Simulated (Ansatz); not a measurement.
# C₄H₁₁AlO: one species, many methods

How much do the methods differ for C₄H₁₁AlO? The plan is to run it at one geometry with functionals of several rungs and with coupled cluster. The yardstick is the atomisation energy at the CCSD(T) limit.

Method: functionals in def2-TZVPP, the program's frozen cores in correlated methods; program: Ansatz 0.2.0, Gaussian basis.

Plan: LDA (SPW92), PBE-D4, revPBE-D4, BLYP-D4, r2SCAN-D4, B97M-V, PBE0-D4, B3LYP-D4, r2SCANh-D4, r2SCAN0-D4, HSE06-D4, BHLYP-D4, CAM-B3LYP-D4, LC-ωPBE, ωB97X-V, ωB97M-V, B2PLYP, PBE-QIDH; CCSD(T)/def2-SVP; CCSD(T)/def2-TZVPP; MP2/def2-QZVPP; extrapolation to the limit; RPA on PBE.

## (1) The geometry

All runs share one geometry, relaxed beforehand with PBE0-D4 in a triple-zeta def2 set.

SMILES `CC(C)(C)[O][AlH2]`, 17 atoms, charge 0, spin multiplicity 1.

Atoms are counted from 1 here; the program's logs count them from 0.

Bond lengths: C1–C2 1.521 Å, C1–H7 1.093 Å, C1–H8 1.092 Å, C1–H9 1.092 Å, C2–C3 1.524 Å, C2–C4 1.524 Å, C2–O5 1.414 Å, C3–H10 1.094 Å, C3–H11 1.093 Å, C3–H12 1.093 Å, C4–H13 1.094 Å, C4–H14 1.093 Å, C4–H15 1.093 Å, O5–Al6 1.685 Å, Al6–H16 1.578 Å, Al6–H17 1.586 Å. Angles: C2–C1–H7 111.1°, C2–C1–H8 110.1°, C2–C1–H9 110.1°, H7–C1–H8 108.6°, H7–C1–H9 108.6°, H8–C1–H9 108.2°, C1–C2–C3 110.4°, C1–C2–C4 110.4°, C1–C2–O5 107.1°, C3–C2–C4 110.3°, C3–C2–O5 109.3°, C4–C2–O5 109.3°, C2–C3–H10 110.5°, C2–C3–H11 111.2°, C2–C3–H12 110.1°, H10–C3–H11 108.0°, H10–C3–H12 108.6°, H11–C3–H12 108.3° and more.

As a file:

| atom | x (Å) | y (Å) | z (Å) |
| --- | --- | --- | --- |
| C1 | -0.38550 | -1.75575 | -0.31628 |
| C2 | -0.00310 | -0.29344 | -0.14297 |
| C3 | 1.50588 | -0.15525 | 0.01660 |
| C4 | -0.48612 | 0.52580 | -1.33345 |
| O5 | -0.64127 | 0.16801 | 1.03130 |
| Al6 | -0.75105 | 1.59789 | 1.91550 |
| H7 | 0.07583 | -2.17991 | -1.21123 |
| H8 | -1.46955 | -1.85252 | -0.40382 |
| H9 | -0.06043 | -2.33423 | 0.55086 |
| H10 | 1.78311 | 0.89471 | 0.14616 |
| H11 | 2.03215 | -0.53812 | -0.86095 |
| H12 | 1.84425 | -0.71597 | 0.89110 |
| H13 | -0.21686 | 1.57843 | -1.20878 |
| H14 | -0.03883 | 0.17037 | -2.26472 |
| H15 | -1.57232 | 0.45192 | -1.42455 |
| H16 | -1.65003 | 1.53269 | 3.21075 |
| H17 | 0.01476 | 2.90496 | 1.44458 |

## (2) LDA

This LDA is Slater exchange with PW92 correlation.

in.yaml

```yaml
crystal:
  periodic: [false, false, false]
  atoms:
    - {symbol: C, position_ang: [-0.385502, -1.755752, -0.316279]}
    - {symbol: C, position_ang: [-0.003098, -0.293435, -0.142967]}
    - {symbol: C, position_ang: [1.505877, -0.155246, 0.016601]}
    - {symbol: C, position_ang: [-0.486117, 0.525796, -1.333447]}
    - {symbol: O, position_ang: [-0.641274, 0.168006, 1.031299]}
    - {symbol: Al, position_ang: [-0.751051, 1.597886, 1.915501]}
    - {symbol: H, position_ang: [0.075830, -2.179914, -1.211226]}
    - {symbol: H, position_ang: [-1.469553, -1.852516, -0.403817]}
    - {symbol: H, position_ang: [-0.060431, -2.334228, 0.550857]}
    - {symbol: H, position_ang: [1.783113, 0.894710, 0.146156]}
    - {symbol: H, position_ang: [2.032151, -0.538115, -0.860954]}
    - {symbol: H, position_ang: [1.844246, -0.715971, 0.891096]}
    - {symbol: H, position_ang: [-0.216858, 1.578432, -1.208778]}
    - {symbol: H, position_ang: [-0.038831, 0.170373, -2.264718]}
    - {symbol: H, position_ang: [-1.572325, 0.451916, -1.424554]}
    - {symbol: H, position_ang: [-1.650034, 1.532695, 3.210751]}
    - {symbol: H, position_ang: [0.014760, 2.904965, 1.444577]}
basis:
  gaussian: {orbitals: def2-TZVPP}
hamiltonian: {xc: lda}
output: {orbitals: {seedname: orbitals}}
```

Launch:

```console
ansatz run in.yaml --threads 2 --pin off --events-out ev --progress --plain --max-ram 32768MiB --backend cuda --devices 0, --max-vram 18GiB
```

The runs that follow: PBE-D4 (GGA); revPBE-D4 (GGA); BLYP-D4 (GGA); r2SCAN-D4 (meta-GGA); B97M-V (meta-GGA); B3LYP-D4 (hybrid); r2SCANh-D4 (hybrid); r2SCAN0-D4 (hybrid); HSE06-D4 (hybrid); BHLYP-D4 (hybrid); CAM-B3LYP-D4 (range-separated); LC-ωPBE (range-separated); ωB97X-V (range-separated); ωB97M-V (range-separated); B2PLYP (double hybrid); PBE-QIDH (double hybrid); CCSD(T) in def2-SVP; CCSD(T) in def2-TZVPP; MP2 in def2-QZVPP; RPA on PBE orbitals.

**Question.** What will the summary of the whole plan be? Wanted: atomisation energy, CCSD(T)/CBS; farthest beyond LDA; mean size of error, GGA; mean size of error, meta-GGA; mean size of error, hybrid; mean size of error, range-separated; mean size of error, double hybrid; gap, smallest and largest; T1 diagnostic.

The runs gave:

```
                               quantity                                                                                                value
        atomisation energy, CCSD(T)/CBS                                                                                            66.836 eV
    functionals within 0.334 eV (0.5 %)  r2SCAN-D4, B97M-V, PBE0-D4, B3LYP-D4, r2SCANh-D4, HSE06-D4, CAM-B3LYP-D4, LC-ωPBE, ωB97X-V, ωB97M-V
                    farthest beyond LDA                                                                                 BHLYP-D4 (-1.570 eV)
                mean size of error, GGA                                                                                             0.611 eV
           mean size of error, meta-GGA                                                                                             0.163 eV
             mean size of error, hybrid                                                                                             0.436 eV
    mean size of error, range-separated                                                                                             0.172 eV
      mean size of error, double hybrid                                                                                             0.583 eV
              gap, smallest and largest                                                            4.61 eV (LDA (SPW92)), 11.65 eV (LC-ωPBE)
                          T1 diagnostic                                                                                               0.0114
triples share of the correlation energy                                                                                                3.7 %
```

**Reading.** The LDA atomisation energy is off by 8.624 eV (13 %): it overbinds. PBE-D4 misses by +0.722 eV. Double hybrids carry the basis error of their MP2 part in triple zeta, and no dispersion term here, so their miss is partly the set-up's. The rungs meta-GGA, range-separated miss on average by less than the doubt on the reference (0.334 eV), so they tie. The reference freezes the cores and leaves out relativity and excitations past (T), so misses under about 0.334 eV can't be ranked. Hartree-Fock recovers 75 % of the binding; the rest is correlation. CCSD(T) in def2-SVP is off by -2.714 eV, more than most functionals: a good method in a small basis is no reference. Orbital gaps span 4.6 to 11.6 eV; exact exchange widens them.
